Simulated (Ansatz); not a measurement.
# [34]annulene (C34H34): geometry, orbitals and charge

What does [34]annulene (C34H34) look like as a singlet, and where do its frontier electrons sit?

Program: Ansatz 0.2.0, Gaussian basis. Level of theory: RKS PBE0-D4/def2-SVP. These are calculated values, not measurements.

The runs, in order: relaxation at PBE-D4/def2-SVP; a single point at PBE0-D4/def2-SVP.

## Step 1: The starting structure

SMILES `c1ccccccccccccccccccccccccccccccccc1`, 68 atoms, charge 0, spin multiplicity 1.

Atoms are counted from 1 here; the program's logs count them from 0.

Bond lengths: C1–C2 1.429 Å, C1–C34 1.352 Å, C1–H35 1.082 Å, C2–C3 1.352 Å, C2–H36 1.083 Å, C3–C4 1.438 Å, C3–H37 1.086 Å, C4–C5 1.354 Å, C4–H38 1.086 Å, C5–C6 1.425 Å, C5–H39 1.082 Å, C6–C7 1.357 Å, C6–H40 1.080 Å, C7–C8 1.423 Å, C7–H41 1.080 Å, C8–C9 1.356 Å, C8–H42 1.081 Å, C9–C10 1.427 Å and more. Angles: C2–C1–C34 125.0°, C2–C1–H35 116.6°, C34–C1–H35 118.1°, C1–C2–C3 126.3°, C1–C2–H36 115.8°, C3–C2–H36 117.7°, C2–C3–C4 129.6°, C2–C3–H37 116.7°, C4–C3–H37 113.7°, C3–C4–C5 129.8°, C3–C4–H38 113.4°, C5–C4–H38 116.6°, C4–C5–C6 126.5°, C4–C5–H39 116.7°, C6–C5–H39 116.6°, C5–C6–C7 126.5°, C5–C6–H40 116.3°, C7–C6–H40 117.2° and more.

The start is a GFN2-xTB geometry.

## Step 2: Relaxation at PBE-D4/def2-SVP

in.yaml reads:

```yaml
crystal:
  periodic: [false, false, false]
  atoms:
    - {symbol: C, position_ang: [3.748910, -4.169080, 0.506750]}
    - {symbol: C, position_ang: [4.282380, -3.606770, -0.694170]}
    - {symbol: C, position_ang: [3.680310, -3.585040, -1.904010]}
    - {symbol: C, position_ang: [2.340700, -3.961830, -2.268180]}
    - {symbol: C, position_ang: [1.171970, -3.742790, -1.619860]}
    - {symbol: C, position_ang: [0.996200, -2.995760, -0.419340]}
    - {symbol: C, position_ang: [-0.186670, -2.629500, 0.136880]}
    - {symbol: C, position_ang: [-1.490820, -2.869970, -0.380160]}
    - {symbol: C, position_ang: [-2.631680, -2.344700, 0.131980]}
    - {symbol: C, position_ang: [-2.713020, -1.592190, 1.342170]}
    - {symbol: C, position_ang: [-3.633250, -0.649270, 1.644740]}
    - {symbol: C, position_ang: [-4.719170, -0.223420, 0.816860]}
    - {symbol: C, position_ang: [-5.245320, 1.023380, 0.818470]}
    - {symbol: C, position_ang: [-4.702180, 2.119950, 1.555590]}
    - {symbol: C, position_ang: [-4.952800, 3.425050, 1.320990]}
    - {symbol: C, position_ang: [-5.897690, 3.961700, 0.386160]}
    - {symbol: C, position_ang: [-5.718860, 5.133100, -0.257350]}
    - {symbol: C, position_ang: [-4.539640, 5.956270, -0.201900]}
    - {symbol: C, position_ang: [-3.233270, 5.597740, -0.178560]}
    - {symbol: C, position_ang: [-2.587540, 4.339740, -0.415490]}
    - {symbol: C, position_ang: [-3.101270, 3.249520, -1.036970]}
    - {symbol: C, position_ang: [-2.404040, 2.043650, -1.343850]}
    - {symbol: C, position_ang: [-1.088430, 1.771100, -1.137840]}
    - {symbol: C, position_ang: [-0.490930, 0.538760, -1.506300]}
    - {symbol: C, position_ang: [0.819100, 0.189330, -1.364190]}
    - {symbol: C, position_ang: [1.859200, 0.999570, -0.846870]}
    - {symbol: C, position_ang: [3.114680, 0.552320, -0.573670]}
    - {symbol: C, position_ang: [4.136950, 1.423150, -0.116290]}
    - {symbol: C, position_ang: [5.365450, 1.138560, 0.395250]}
    - {symbol: C, position_ang: [5.946930, -0.087340, 0.829930]}
    - {symbol: C, position_ang: [5.355650, -1.278630, 1.099160]}
    - {symbol: C, position_ang: [6.089860, -2.339820, 1.705330]}
    - {symbol: C, position_ang: [5.626340, -3.563700, 2.049550]}
    - {symbol: C, position_ang: [4.379900, -4.185790, 1.702800]}
    - {symbol: H, position_ang: [2.817300, -4.712530, 0.414580]}
    - {symbol: H, position_ang: [5.305170, -3.255030, -0.635240]}
    - {symbol: H, position_ang: [4.296070, -3.293010, -2.749710]}
    - {symbol: H, position_ang: [2.274300, -4.427670, -3.246670]}
    - {symbol: H, position_ang: [0.273620, -4.105950, -2.100410]}
    - {symbol: H, position_ang: [1.897930, -2.649660, 0.064830]}
    - {symbol: H, position_ang: [-0.132450, -2.022550, 1.028990]}
    - {symbol: H, position_ang: [-1.566200, -3.441680, -1.294250]}
    - {symbol: H, position_ang: [-3.546940, -2.475760, -0.430070]}
    - {symbol: H, position_ang: [-1.922980, -1.755530, 2.061460]}
    - {symbol: H, position_ang: [-3.510300, -0.121340, 2.581250]}
    - {symbol: H, position_ang: [-5.114100, -0.946560, 0.115200]}
    - {symbol: H, position_ang: [-6.067670, 1.238810, 0.149200]}
    - {symbol: H, position_ang: [-3.944780, 1.885800, 2.290070]}
    - {symbol: H, position_ang: [-4.353010, 4.157070, 1.848620]}
    - {symbol: H, position_ang: [-6.812730, 3.407130, 0.220500]}
    - {symbol: H, position_ang: [-6.539770, 5.538150, -0.839230]}
    - {symbol: H, position_ang: [-4.746840, 7.022980, -0.179060]}
    - {symbol: H, position_ang: [-2.531780, 6.408730, -0.009340]}
    - {symbol: H, position_ang: [-1.546120, 4.313910, -0.117230]}
    - {symbol: H, position_ang: [-4.127180, 3.290470, -1.375630]}
    - {symbol: H, position_ang: [-3.001950, 1.269930, -1.811190]}
    - {symbol: H, position_ang: [-0.452540, 2.518870, -0.688190]}
    - {symbol: H, position_ang: [-1.154810, -0.197150, -1.943600]}
    - {symbol: H, position_ang: [1.106950, -0.809030, -1.667860]}
    - {symbol: H, position_ang: [1.639020, 2.039170, -0.643710]}
    - {symbol: H, position_ang: [3.350180, -0.489950, -0.733850]}
    - {symbol: H, position_ang: [3.906450, 2.478240, -0.223350]}
    - {symbol: H, position_ang: [6.015890, 1.995170, 0.545750]}
    - {symbol: H, position_ang: [7.007290, -0.013980, 1.054510]}
    - {symbol: H, position_ang: [4.297390, -1.425450, 0.945260]}
    - {symbol: H, position_ang: [7.099330, -2.086680, 2.009000]}
    - {symbol: H, position_ang: [6.252840, -4.166060, 2.698320]}
    - {symbol: H, position_ang: [3.954420, -4.806120, 2.483430]}
basis:
  gaussian: {orbitals: def2-SVP, fitting: {mean_field: def2-universal-jkfit}}
hamiltonian: {xc: pbe, dispersion: d4}
scf: {lower_state_search: "off"}
output: {orbitals: {seedname: orbitals}}
relax: {f_tol: 0.03, max_steps: 70}
```

Command:

```
$ ansatz run in.yaml --threads 2 --pin off --events-out ev --progress --plain --max-ram 32768MiB --backend cuda --devices 0, --max-vram 18GiB
```

Further steps of the session: Single point, PBE0-D4/def2-SVP.

**Question.** What will the summary of the whole plan be? Wanted: point group; commonest bond, hydrogen aside; HOMO, LUMO at PBE0-D4/def2-SVP; dipole at PBE-D4/def2-SVP.

As calculated:

```
                      quantity                           value
                   point group                              C1
commonest bond, hydrogen aside  C–C, 34 of mean length 1.409 Å
HOMO, LUMO at PBE0-D4/def2-SVP                 -4.93, -2.85 eV
     dipole at PBE-D4/def2-SVP                          0.77 D
```

The molecule keeps its bonding pattern by the stored test; the atoms moved 0.43 Å (rms). No usable vibrations, so a minimum isn't proven. The point group is read from a loosely relaxed geometry; soft torsions can leave it below the true symmetry.
